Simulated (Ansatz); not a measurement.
What does this script print? It uses Ansatz 0.2.0, Python API.

`pdos_al2o3.py`:
```python
"""Projected density of states of Al2O3."""

import warnings

import ansatz as az
import numpy as np


def main() -> None:
    warnings.simplefilter("ignore", az.DeckWarning)

    lattice = az.Lattice.of(
        [4.613777, 0.0, 0.0],
        [0.0, 9.563279, 0.0],
        [0.0, 0.0, 3.119862],
    )
    sites = [
        ("Al", [0.517025, 0.324573, 0.5]),
        ("Al", [0.482975, 0.675427, 0.5]),
        ("Al", [0.017025, 0.175427, 0.0]),
        ("Al", [0.982975, 0.824573, 0.0]),
        ("O", [0.876365, 0.24695, 0.5]),
        ("O", [0.0, 0.0, 0.0]),
        ("O", [0.623635, 0.74695, 0.0]),
        ("O", [0.376365, 0.25305, 0.0]),
        ("O", [0.123635, 0.75305, 0.5]),
        ("O", [0.5, 0.5, 0.5]),
    ]
    al2o3 = az.Crystal(lattice=lattice)
    for symbol, position in sites:
        al2o3 = al2o3.atom(symbol, position)

    job = (
        al2o3.calculation()
        .functional(az.Functional.PBESOL)
        .basis(470)
        .kpoints(length=16)
        .occupations("fixed")  # whole-number filling, right only where there is a gap
        .scf(max_iterations=100, algorithm="density_mixing")
        .scf(extra_bands=26)
        .density_of_states(projected=True, method="smearing", broadening_width=0.15, energy_step=0.1)
    )
    res = job.run()
    r = res.report

    dos = res.density_of_states()
    energy = np.asarray(dos.energies_ev) - dos.fermi_ev
    curves = {}
    for site in res.projected_density_of_states().sites:
        for shell in site.shells:
            weight = sum(np.sum(curve.g_bin_mean_per_ev, axis=0) for curve in shell.curves)
            name = f"{site.species} {shell.label}"
            curves[name] = curves.get(name, 0) + weight

    step = energy[1] - energy[0]
    windows = [(-8, -4), (-4, 0), (0, 6)]
    print("states by shell in windows of E - E_F (eV):", windows)
    for name, g in curves.items():
        print(f"{name:8s}", " ".join(f"{step * g[(energy >= a) & (energy < b)].sum():8.3f}" for a, b in windows))
    filled = (energy < 0) & (energy > -8)
    for name, g in curves.items():
        if g[filled].sum() * step > 0.5:
            print(f"centre of {name}: {np.average(energy[filled], weights=g[filled]):.2f} eV")


if __name__ == "__main__":
    main()
```

Running `python pdos_al2o3.py` prints:
```text
states by shell in windows of E - E_F (eV): [(-8, -4), (-4, 0), (0, 6)]
Al 3S       1.146    0.079    0.482
Al 3P       1.171    1.548    0.560
O 2S        0.187    0.173    0.397
O 2P        9.398   21.485    0.630
centre of Al 3S: -5.58 eV
centre of Al 3P: -3.72 eV
centre of O 2P: -3.13 eV
```

Notes:
- These settings explore the input space; cutoff and mesh may be short of convergence.
- Along an axis with an odd division the mesh misses the point at one half; a gap read on a finite mesh is an upper bound on this functional's gap.
- Semilocal gaps usually lie well under measured ones.
- The Fermi level of a run with fixed occupations marks the highest occupied state on its mesh, not mid-gap.
- The crystal has a gap of about 3.43 eV on the mesh; any density of states at or just above the Fermi level is the tail of the broadening.
- The structure comes from a database of computed cells and needn't be a stable or known phase.
- Curves are summed over the cell's atoms. Only shells that the potentials hold have channels, so projections don't add up to the total, least of all where a shell is missing (p of most metals); heights and places of peaks move with the mesh.
- The density of states is complete only as far up as bands were computed.
- A band centre counts only the states inside the window taken.
- The whole script took 8.2 s on 1 thread of Arm Neoverse V1, on a shared host, peak memory 0.44 GiB.

(Lines on the test bed's own set-up are left out of the output.)
